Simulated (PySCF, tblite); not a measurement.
# C₆H₁₁FOSi: geometry, infrared bands and NMR shifts

Wanted: the infrared bands and NMR shifts of C₆H₁₁FOSi (`CC(C)[SiH2]/C(F)=C/C=O`), by calculation.

Programs: tblite 0.8.0 and PySCF 2.14.0, with density-fitted response routines of our own. Each step states its level of theory. These are calculated values for one molecule in the gas phase, unless marked as measured. Atoms are numbered from 0 throughout.

**1. The molecule as given**

20 atoms, charge 0, multiplicity 1; geometry from: force field or distance geometry start.

Bonds of the start (Å): C0–C1 1.53, C1–C2 1.52, C1–Si3 1.91, Si3–C4 1.83, C4–F5 1.36, C4–C6 1.34, C6–C7 1.47, C7–O8 1.22, C0–H9 1.08, C0–H10 1.11, C0–H11 1.10, C1–H12 1.11, C2–H13 1.10, C2–H14 1.09, C2–H15 1.10, Si3–H16 1.49, Si3–H17 1.50, C6–H18 1.09, C7–H19 1.10.

**2. Relaxing the molecule with GFN2-xTB**

The job: settings as JSON, then the geometry in Å.

```
{"job": {"kind": "relax", "xc": "GFN2-xTB", "basis": "xTB"}, "charge": 0, "multiplicity": 1}
C     -2.027700    -1.298200    -0.228300
C     -1.570700    -0.112000     0.624300
C     -1.774700     1.196400    -0.119400
Si     0.218900    -0.315100     1.274500
C      1.440200    -0.350800    -0.089900
F      1.314700    -1.353700    -1.000700
C      2.418000     0.556400    -0.258700
C      3.352400     0.454600    -1.390200
O      4.242800     1.271400    -1.554000
H     -1.459200    -1.378400    -1.148500
H     -3.092500    -1.176600    -0.505900
H     -1.947200    -2.248200     0.313200
H     -2.205200    -0.088900     1.539400
H     -2.832600     1.313200    -0.406300
H     -1.189700     1.251000    -1.038700
H     -1.514300     2.065300     0.506200
H      0.527600     0.813700     2.198000
H      0.308800    -1.584700     2.069300
H      2.583800     1.390500     0.423200
H      3.201300    -0.395200    -2.078200
```

Run with:

```console
$ OMP_NUM_THREADS=1 python probes_run.py task.json out
```

One launch serves the whole session: the jobs run in the order shown.

**Question.** This job is followed by: GFN2-xTB harmonic vibrations, gas phase; GIAO PBE0/pcSseg-1 NMR shielding, non-relativistic, gas phase. Predict these results of the whole session: strongest single infrared mode (GFN2-xTB); zero-point energy (GFN2-xTB); ¹³C shifts against TMS (PBE0/pcSseg-1, means over atoms taken as alike); ¹H shifts against TMS (PBE0/pcSseg-1, means over atoms taken as alike); ²⁹Si shifts against TMS (PBE0/pcSseg-1); ¹⁹F shifts against CFCl3 (PBE0/pcSseg-1); ¹⁷O shifts against H2O (PBE0/pcSseg-1).

The runs gave:

| quantity | value |
| --- | --- |
| strongest single infrared mode (GFN2-xTB) | 1736 cm⁻¹, 387 km/mol |
| zero-point energy (GFN2-xTB) | 95.3 kcal/mol |
| ¹³C shifts against TMS (PBE0/pcSseg-1, means over atoms taken as alike) | 194.2, 189.6, 133.6, 20.7, 16.5 ppm |
| ¹H shifts against TMS (PBE0/pcSseg-1, means over atoms taken as alike) | 10.48, 5.78, 4.41, 1.28, 1.22 ppm |
| ²⁹Si shifts against TMS (PBE0/pcSseg-1) | -35.1 ppm |
| ¹⁹F shifts against CFCl3 (PBE0/pcSseg-1) | -87.3 ppm |
| ¹⁷O shifts against H2O (PBE0/pcSseg-1) | 706.4 ppm |

**Reading.** The optimisation took 131 steps and gained 0.177 eV; among the close pairs (by a distance rule), Si3–C4 changed most, from 1.832 to 1.906 Å. No mode is imaginary among the 54: a minimum at this level. The strongest single mode, at 1736 cm⁻¹, moves mainly C7 and O8. GFN2-xTB is a fitted tight-binding method: band positions and strengths are rough. Its intensities can rank the bands wrongly. The most deshielded hydrogen is H19 (hydrogen on an aldehyde carbonyl carbon), at 10.48 ppm: deshielded by the polar, anisotropic C=O bond. At PBE0/pcSseg-1: Shielding is most anisotropic at O8 (span 1473 ppm, paramagnetic term -763 ppm).
